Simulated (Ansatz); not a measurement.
# Ag4: the cost of one run

Method: the levels named in each step, in Ansatz 0.2.0.

## 1. The starting structure

Bond lengths: Ag1–Ag2 2.827 Å, Ag2–Ag3 2.827 Å, Ag1–Ag4 2.827 Å, Ag2–Ag4 2.603 Å, Ag3–Ag4 2.826 Å. Angles: Ag1–Ag2–Ag3 125.2°, Ag1–Ag2–Ag4 62.6°, Ag3–Ag2–Ag4 62.6°, Ag2–Ag1–Ag4 54.8°, Ag2–Ag3–Ag4 54.8°, Ag1–Ag4–Ag2 62.6°, Ag1–Ag4–Ag3 125.2°, Ag2–Ag4–Ag3 62.6°.

Structure file:

```xyz
4

Ag   -2.4918    0.2964   -0.0255
Ag   -0.1537   -1.2914    0.0455
Ag    2.4919   -0.2953    0.0254
Ag    0.1539    1.2913   -0.0455
```

## 2. A rough first relaxation, PBE-D4/def2-SVP

This run stands in another session on the same molecule. It ended at:

```xyz
4

Ag   -2.3989    0.2851   -0.0245
Ag   -0.1549   -1.3017    0.0458
Ag    2.3991   -0.2846    0.0245
Ag    0.1551    1.3022   -0.0459
```

## 3. Relaxation, HF/def2-SVP

input.yaml

```yaml
crystal:
  periodic: [false, false, false]
  atoms:
    - { symbol: Ag, position_ang: [-2.39888782, 0.2850933, -0.02450199] }
    - { symbol: Ag, position_ang: [-0.15494627, -1.30169787, 0.04584363] }
    - { symbol: Ag, position_ang: [2.39908863, -0.2845533, 0.02448232] }
    - { symbol: Ag, position_ang: [0.15514546, 1.30221787, -0.04586396] }
basis:
  gaussian: { orbitals: def2-SVP }
hamiltonian:
  xc: hf
relax:
  f_tol: 0.002
  max_steps: 150
```

The run is started by

```console
> ansatz run input.yaml --threads 4 --pin off --max-ram 10240MiB --backend cpu --events-out ev --progress --plain --runs-dir out
```

Q: Estimate wall time and peak memory on 4 threads of Arm Neoverse V2, shared host.

About 9.8 s, with a peak of 0.39 GiB.
